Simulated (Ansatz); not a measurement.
# Al3Ga2P5: the cost of one run

Computed with Ansatz 0.2.0 (DFT PBE, scalar-relativistic, plane waves, PAW, unless a step's input says otherwise).

1 further run of the same task is left out (it didn't finish). Runs told in other sessions of the task aren't counted.

**1. The system as given**

Symmetry: I-4m2, No. 119, tetragonal system. The conventional cell has a = 3.894 Å, b = 3.894 Å, c = 27.532 Å, α = 90.00°, β = 90.00°, γ = 90.00°. Around Al (site symmetry 2mm) lie 4 P at 2.38 Å. Al (site symmetry -4m2) has 4 P at 2.38 Å in its first shell of neighbours. Around Ga (site symmetry 2mm) lie 4 P at 2.38 to 2.39 Å. P (site symmetry 2mm) has 4 Al at 2.38 Å in its first shell of neighbours. P (site symmetry 2mm) has 2 Al at 2.38 Å and 2 Ga at 2.39 Å in its first shell of neighbours. P (site symmetry -4m2) has 4 Ga at 2.38 Å in its first shell of neighbours.

As a file:

```xyz
10
Lattice="-1.9471 1.9471 13.7661 1.9471 -1.9471 13.7661 1.9471 1.9471 -13.7661" Properties=species:S:1:pos:R:3 pbc="T T T"
Al    0.0000    0.0000   24.7787
Al    0.0000    0.0000   13.7661
Al    0.0000    0.0000    2.7535
Ga    0.0000    0.0000   19.2730
Ga    0.0000    0.0000    8.2593
P     1.9471    0.0000   12.3890
P     1.9471    0.0000    1.3771
P     0.0000    1.9471    4.1244
P     1.9471    0.0000    6.8831
P     0.0000    1.9471    9.6417
```

The cell was relaxed beforehand at this level, from a generated guess; it is a trial structure. At a tolerance of 0.02 Å it has space group I-4m2 (No. 119); it has 20.88 Å³/atom, an uncorrected energy of -0.55 eV/atom over the elements.

**2. Static run: bands, density of states and charges**

File input.yaml:

```yaml
crystal:
  lattice:
    - [-1.9470742, 1.9470742, 13.7661315]
    - [1.9470742, -1.9470742, 13.7661315]
    - [1.9470742, 1.9470742, -13.7661315]
  atoms:
    - { symbol: Al, position: [0.899989, 0.899989, 0.0] }
    - { symbol: Al, position: [0.5, 0.5, 0.0] }
    - { symbol: Al, position: [0.100011, 0.100011, 0.0] }
    - { symbol: Ga, position: [0.700014, 0.700014, 0.0] }
    - { symbol: Ga, position: [0.299986, 0.299986, 0.0] }
    - { symbol: P, position: [0.449981, 0.949981, 0.5] }
    - { symbol: P, position: [0.050019, 0.550019, 0.5] }
    - { symbol: P, position: [0.649803, 0.149803, 0.5] }
    - { symbol: P, position: [0.25, 0.75, 0.5] }
    - { symbol: P, position: [0.850197, 0.350197, 0.5] }
basis:
  ecutwfc: 420
kpoints:
  mp_grid: { grid: [10, 10, 10] }
  band_path:
    path:
      - [[0.0, 0.0, 0.0], [0.0, 0.0, 0.5], [0.25, 0.25, 0.25], [0.0, 0.5, 0.0], [0.0, 0.0, 0.0], [0.5, 0.5, -0.5], [0.25500128, 0.74499872, -0.25500128]]
      - [[-0.25500128, 0.25500128, 0.25500128], [0.0, 0.0, 0.0]]
      - [[0.0, 0.0, 0.5], [-0.01000256, 0.01000256, 0.5]]
      - [[0.5, 0.5, -0.01000256], [0.5, 0.5, -0.5]]
    npoints: 14
hamiltonian:
  xc: pbe
scf:
  occupations: { method: gaussian, width: 0.02 }
  n_extra_bands: 25
output:
  forces: true
  stress: true
  eigenvalues: true
  populations: true
  dos: { projected: true, de: 0.02, nscf_kmesh: { grid: [15, 15, 15] } }
  bader: true
  write_density: true
  write_potential: true
  elf: true
  volumetric_format: npy
```

On the command line:

```
> ansatz run input.yaml --threads 4 --pin off --max-ram 8192MiB --backend cpu --events-out ev --progress --plain --runs-dir out
```

What time and memory should one allow on 4 threads of Intel Xeon Platinum 8375C at 2.90GHz (Ice Lake), shared host?

About 2.3 min, with a peak of 2.2 GiB.
